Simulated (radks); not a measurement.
# The Coulomb parameter U of the 5d shell of Ta⁺

The task here is to estimate one member of a computed series from the others.

Program: radks (a radial shooting solver on a logarithmic mesh, Libxc functionals) version 1. Level of theory: Dirac Kohn-Sham, PBEsol, spin-unpolarised, spherical densities, point nucleus; open shells are shared between the two j in proportion to 2j + 1. These are calculated values, not measurements, unless marked.

**What is computed**

| Item | Value |
| --- | --- |
| element | tantalum (Z = 73) |
| charge | +1 |
| electrons | 72 |
| configuration | [Xe] 4f14 5d3 6s1 |

The outer shells:

Ta⁺
```
[Xe] core
4f [↑↓][↑↓][↑↓][↑↓][↑↓][↑↓][↑↓]
5d [↑ ][↑ ][↑ ][  ][  ]
6s [↑ ]
```

Set-up of the first run:

Settings of this run:

```text
Z 73
configuration [Xe] 4f14 5d3 6s1
relativity Dirac
functional pbe_sol,pbe_sol
spin unpolarised
j_filling average
nucleus point
c 137.035999084
```

Steps of the session up to this table: Start: [Xe] 4f14 5d3 6s1.

One of the session's tables, all rows but one given; the rest of the session is left out.

It belongs to the step «Start: [Xe] 4f14 5d3 6s1». Sizes of the orbitals, from the radial functions (bohr):

| level | <r> | outermost maximum (interpolated) | 90 % within | nodes |
| --- | --- | --- | --- | --- |
| 5s1/2 | 1.101 | 0.989 | 1.59 | 4 |
| 5p1/2 | 1.220 | 1.07 | 1.79 | 3 |
| 5p3/2 | 1.327 | 1.15 | 1.95 | 3 |
| 4f5/2 | 0.6340 | 0.438 | 1.06 | 0 |
| 4f7/2 | 0.6450 | 0.444 | 1.08 | 0 |
| 6s1/2 | ? | ? | ? | ? |
| 5d3/2 | 2.057 | 1.54 | 3.26 | 2 |
| 5d5/2 | 2.134 | 1.59 | 3.39 | 2 |

Q: Estimate the row for 6s1/2 from the others.

**Answer.** <r>: 3.059; outermost maximum (interpolated): 2.67; 90 % within: 4.45; nodes: 5. In the column «<r>» it is the highest.
